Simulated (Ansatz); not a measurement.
# C: the cost of one run

Computed with Ansatz 0.2.0 (DFT PBE+D3(BJ), scalar-relativistic, plane waves, PAW, unless a step's input says otherwise).

The COD entry's cell or inner coordinates are ideal or old and differ from later refinements, so a difference from it is no clean test against experiment.

39 further runs of the same task are left out: 39 set aside as unsound or not needed. Runs told in other sessions of the task aren't counted.

## (1) The structure to begin with

The structure is hexagonal, space group P6_3/mmc (No. 194). Conventional cell: a = 2.465 Å, b = 2.465 Å, c = 6.741 Å, α = 90.00°, β = 90.00°, γ = 120.00°. Around C (site symmetry -6m2) lie 3 C at 1.42 Å.

Coordinates:

```cif
data_structure
_symmetry_space_group_name_H-M 'P6_3/mmc'
_symmetry_Int_Tables_number 194
_cell_length_a 2.4649
_cell_length_b 2.4649
_cell_length_c 6.7410
_cell_angle_alpha 90.000
_cell_angle_beta 90.000
_cell_angle_gamma 120.000
_cell_volume 35.47
loop_
_atom_site_label
_atom_site_type_symbol
_atom_site_symmetry_multiplicity
_atom_site_Wyckoff_symbol
_atom_site_fract_x
_atom_site_fract_y
_atom_site_fract_z
_atom_site_occupancy
C1 C 2 b 0.00000 0.00000 0.75000 1
C2 C 2 d 0.33333 0.66667 0.75000 1
```

It is the result of an earlier relaxation at this level (volume 8.87 Å³/atom; gap on the mesh: none (metal)).

## (2) The scan

The energy is mapped over volume and the cell's shape.

- volume per atom: 9 values from 7.804 to 9.932 Å³
- c/a of the conventional cell: 9 values from 2.280 to 3.281

Nothing else is relaxed (symmetry fixes all fractional coordinates). Energies count from the relaxed crystal. Points are written as (first, second).

## (3) Point (8.602 Å³, 2.280)

File input.yaml:

```yaml
crystal:
  lattice:
    - [2.5926886484, 0.0, 0.0]
    - [-1.2963443242, 2.2453342336, 0.0]
    - [0.0, 0.0, 5.9105523117]
  atoms:
    - { symbol: C, position: [0.0, 0.0, 0.0025] }
    - { symbol: C, position: [0.0, 0.0, 0.5025] }
    - { symbol: C, position: [0.3333333333, 0.6666666667, 0.0025] }
    - { symbol: C, position: [0.6666666667, 0.3333333333, 0.5025] }
basis:
  ecutwfc: 520.0
kpoints:
  mp_grid: { grid: [21, 21, 8] }
hamiltonian:
  xc: pbe
  pseudopotentials: { kind: paw, azcp: { folder: soft_1 } }
  dispersion: d3bj
scf:
  occupations: { method: gaussian, width: 0.15 }
output:
  forces: true
  stress: true
  eigenvalues: true
```

Run with:

```console
$ ansatz run input.yaml --threads 2 --pin off --max-ram 4096MiB --backend cpu --events-out ev --progress --plain --runs-dir out
```

Q: Estimate wall time and peak memory on 2 threads of Arm Neoverse V1, shared host.

About 5.1 s, with a peak of 0.38 GiB.
